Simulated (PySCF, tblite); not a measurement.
# C₆H₁₅BSi: geometry, infrared bands, NMR shifts and electronic excitations

Aim: predict the infrared bands, NMR shifts and electronic excitations of C₆H₁₅BSi (`[SiH3]C[C@H]1CBCCC1`).

Programs: tblite 0.8.0 and PySCF 2.14.0, with density-fitted response routines of our own. Each step states its level of theory. These are calculated values for one molecule in the gas phase, unless marked as measured. Atoms are numbered from 0 throughout.

## (1) The starting structure

23 atoms, charge 0, multiplicity 1; geometry from: force field or distance geometry start.

Bonds of the start (Å): Si0–C1 1.89, C1–C2 1.52, C2–C3 1.55, C3–B4 1.59, B4–C5 1.59, C5–C6 1.54, C6–C7 1.55, C7–C2 1.56, Si0–H8 1.47, Si0–H9 1.47, Si0–H10 1.47, C1–H11 1.11, C1–H12 1.12, C2–H13 1.12, C3–H14 1.12, C3–H15 1.09, B4–H16 1.19, C5–H17 1.10, C5–H18 1.11, C6–H19 1.11, C6–H20 1.11, C7–H21 1.11, C7–H22 1.12.

## (2) Optimising the geometry with GFN2-xTB

What the job is given:

```
{"job": {"kind": "relax", "xc": "GFN2-xTB", "basis": "xTB"}, "charge": 0, "multiplicity": 1}
Si     3.198800    -0.105800    -0.345700
C      1.734200     0.009100     0.835400
C      0.401000     0.237800     0.134900
C     -0.050000    -1.003200    -0.673900
B     -1.514600    -0.812600    -1.253000
C     -2.611400    -0.219900    -0.269800
C     -2.028200     0.983000     0.492300
C     -0.678700     0.650700     1.175300
H      4.446600    -0.162100     0.426000
H      3.081200    -1.318600    -1.162000
H      3.201000     1.083000    -1.213100
H      1.952400     0.850400     1.529700
H      1.695000    -0.922400     1.464400
H      0.522200     1.091500    -0.579500
H     -0.065900    -1.893000     0.000500
H      0.642500    -1.202800    -1.496400
H     -1.703700    -0.836500    -2.422700
H     -3.504500     0.087900    -0.842300
H     -2.902500    -1.009400     0.458000
H     -2.751900     1.295600     1.280700
H     -1.895900     1.843700    -0.195900
H     -0.833600    -0.173000     1.908000
H     -0.338600     1.553600     1.741400
```

Command:

```console
$ OMP_NUM_THREADS=1 python probes_run.py task.json out
```

This one command runs all jobs of the session in turn.

**Question.** This job is followed by: GFN2-xTB harmonic vibrations, gas phase; PBE0-D3(BJ)/def2-SVP geometry optimisation, gas phase; GIAO PBE0/pcSseg-1 NMR shielding, non-relativistic, gas phase; TDDFT CAM-B3LYP/def2-SVPD, vertical, gas phase, core orbitals frozen in the response; GIAO mPW1PW91/pcSseg-1 NMR shielding, non-relativistic, gas phase. What will the session give for the following? strongest single infrared mode (GFN2-xTB); zero-point energy (GFN2-xTB); point group; rotational constants (main isotopes); ¹³C shifts against TMS (PBE0/pcSseg-1); ¹H shifts against TMS (PBE0/pcSseg-1, means over atoms taken as alike); ²⁹Si shifts against TMS (PBE0/pcSseg-1); ¹¹B shifts against BF3·OEt2 (PBE0/pcSseg-1); lowest singlet (CAM-B3LYP/def2-SVPD); brightest single state of those computed; lowest triplet; vertical ionisation energy (ΔSCF); range of the shift of Si0.

The runs gave:

```
                                                              quantity                                                                             value
                             strongest single infrared mode (GFN2-xTB)                                                             2245 cm⁻¹, 448 km/mol
                                          zero-point energy (GFN2-xTB)                                                                    120.5 kcal/mol
                                                           point group                                                                                C1
                                  rotational constants (main isotopes)                                                              3.72, 0.86, 0.74 GHz
                                ¹³C shifts against TMS (PBE0/pcSseg-1)                                            41.2, 37.4, 35.2, 30.2, 25.8, 20.2 ppm
¹H shifts against TMS (PBE0/pcSseg-1, means over atoms taken as alike)  7.58, 3.90, 2.22, 2.07, 1.80, 1.62, 1.45, 1.34, 0.99, 0.86, 0.74, 0.44, 0.31 ppm
                               ²⁹Si shifts against TMS (PBE0/pcSseg-1)                                                                         -67.4 ppm
                           ¹¹B shifts against BF3·OEt2 (PBE0/pcSseg-1)                                                                          87.1 ppm
                                  lowest singlet (CAM-B3LYP/def2-SVPD)                                                       5.79 eV (214 nm), f = 0.002
                              brightest single state of those computed                                                       state 8, 8.06 eV, f = 0.031
                                                        lowest triplet                                                                           5.32 eV
                                     vertical ionisation energy (ΔSCF)                                                                           9.89 eV
                                             range of the shift of Si0                                                                -67.4 to -66.1 ppm
```

In words: Relaxing lowered the energy by 0.261 eV in 72 steps; the close pair that moved most is C1–H12, from 1.125 to 1.094 Å (GFN2-xTB). All 63 modes are real, so the xTB geometry is a minimum. Unscaled tight-binding wavenumbers are off by several per cent, some by more. Its intensities can rank the bands wrongly. Relaxing lowered the energy by 0.270 eV in 6 steps; the close pair that moved most is B4–H16, from 1.155 to 1.215 Å (PBE0/def2-SVP). No frequency check was run at this level, so the end point may be a saddle. At PBE0/pcSseg-1: The largest span, 188 ppm, is at B4, where the paramagnetic term is -175 ppm. The first singlet state (HOMO→LUMO 0.71, HOMO−2→LUMO 0.17) lies at 5.79 eV and is weak; of the 10 states computed, the strongest absorption comes from states 7 to 8 together at 8.06 eV. The lowest triplet lies 0.47 eV below the lowest singlet (triplets in Tamm-Dancoff, singlets in full TDDFT). The orbital energy would give 9.27 eV for ionisation, ΔSCF gives 9.89 eV. In ppm, Si0 moves most: its shift spreads over 1.3 ppm, from -67.4 (PBE0/pcSseg-1) to -66.1 (mPW1PW91/pcSseg-1).
